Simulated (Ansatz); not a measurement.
# Ba4O: the cost of one run

Computed with Ansatz 0.2.0 (DFT PBE, scalar-relativistic, plane waves, PAW, unless a step's input says otherwise).

### 1 The system as given

It takes space group Im-3m (No. 229, cubic). Conventional cell: a = 7.055 Å, b = 7.055 Å, c = 7.055 Å, α = 90.00°, β = 90.00°, γ = 90.00°. Ba (site symmetry -3m) has 2 O at 3.05 Å as nearest neighbours. O (site symmetry m-3m) is surrounded by 8 Ba at 3.05 Å.

Coordinates:

```xyz
5
Lattice="-3.5276 3.5276 3.5276 3.5276 -3.5276 3.5276 3.5276 3.5276 -3.5276" Properties=species:S:1:pos:R:3 pbc="T T T"
Ba    1.7638    1.7638    1.7638
Ba    1.7638    1.7638   -1.7638
Ba    1.7638   -1.7638    1.7638
Ba   -1.7638    1.7638    1.7638
O     0.0000    0.0000    0.0000
```

The cell is invented: random cell by space group and Wyckoff sites (Im-3m, No. 229). Its size is a rough estimate.

### 2 Probe: one point on a coarse mesh

File input.yaml:

```yaml
crystal:
  lattice:
    - [-3.52756565, 3.52756565, 3.52756565]
    - [3.52756565, -3.52756565, 3.52756565]
    - [3.52756565, 3.52756565, -3.52756565]
  atoms:
    - { symbol: Ba, position: [0.5, 0.5, 0.5] }
    - { symbol: Ba, position: [0.0, 0.0, 0.5] }
    - { symbol: Ba, position: [0.0, 0.5, 0.0] }
    - { symbol: Ba, position: [0.5, 0.0, 0.0] }
    - { symbol: O, position: [0.0, 0.0, 0.0] }
basis:
  ecutwfc: 420
kpoints:
  mp_grid: { grid: [4, 4, 4] }
hamiltonian:
  xc: pbe
scf:
  occupations: { method: gaussian, width: 0.1 }
  lower_state_search: "off"
output:
  forces: true
  stress: true
  eigenvalues: true
```

The run is started by

```console
ansatz run input.yaml --threads 1 --pin off --max-ram 2048MiB --backend cpu --events-out ev --progress --plain --runs-dir out
```

What time and memory should one allow on 1 thread of Arm Neoverse V1, shared host?

About 3.1 s, with a peak of 0.39 GiB.
